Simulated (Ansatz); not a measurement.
# Mg: the cost of one run

Program: Ansatz 0.2.0. Level of theory: DFT r2SCAN, scalar-relativistic, plane waves, PAW. These are calculated values, not measurements.

1 further run of the same task is left out (it didn't finish).

## 1. The system as given

The structure is trigonal, space group R-3m (No. 166). The conventional cell has a = 3.185 Å, b = 3.185 Å, c = 23.100 Å, α = 90.00°, β = 90.00°, γ = 120.00°. Mg (site symmetry -3m) is surrounded by 12 Mg at 3.16 to 3.19 Å. Around Mg (site symmetry 3m) lie 12 Mg at 3.15 to 3.19 Å.

Coordinates:

```
CELL_PARAMETERS angstrom
1.59269 0.91954 7.69988
-1.59269 0.91954 7.69988
0.00000 -1.83908 7.69988
ATOMIC_POSITIONS crystal
Mg 0.00000 0.00000 0.00000
Mg 0.22194 0.22194 0.22194
Mg 0.77806 0.77806 0.77806
```

The structure comes from the Materials Project (structure only).

(A quick probe on a coarse mesh, which set the mesh and smearing, is not shown.)

## 3. Relaxing cell and atoms

input.yaml reads:

```yaml
crystal:
  lattice:
    - [1.5926943142, 0.9195424911, 7.6998773267]
    - [-1.5926943142, 0.9195424911, 7.6998773267]
    - [0.0, -1.8390849821, 7.6998773267]
  atoms:
    - { symbol: Mg, position: [0.0, 0.0, 0.0] }
    - { symbol: Mg, position: [0.22193559, 0.22193559, 0.22193559] }
    - { symbol: Mg, position: [0.77806441, 0.77806441, 0.77806441] }
basis:
  ecutwfc: 500
kpoints:
  mp_grid: { grid: [15, 15, 15] }
hamiltonian:
  xc: r2scan
scf:
  occupations: { method: gaussian, width: 0.1 }
output:
  forces: true
  stress: true
  eigenvalues: true
relax:
  adjacent_minimum: "off"
  f_tol: 0.005
  max_steps: 80
  cell: { stress_tol: 0.05 }
```

The run is started by

```bash
$ ansatz run input.yaml --threads 1 --pin off --max-ram 3072MiB --backend cpu --events-out ev --progress --plain --runs-dir out
```

Q: Estimate wall time and peak memory on 1 thread of an x86-64 CPU, shared host.

About 45 s, with a peak of 0.86 GiB.
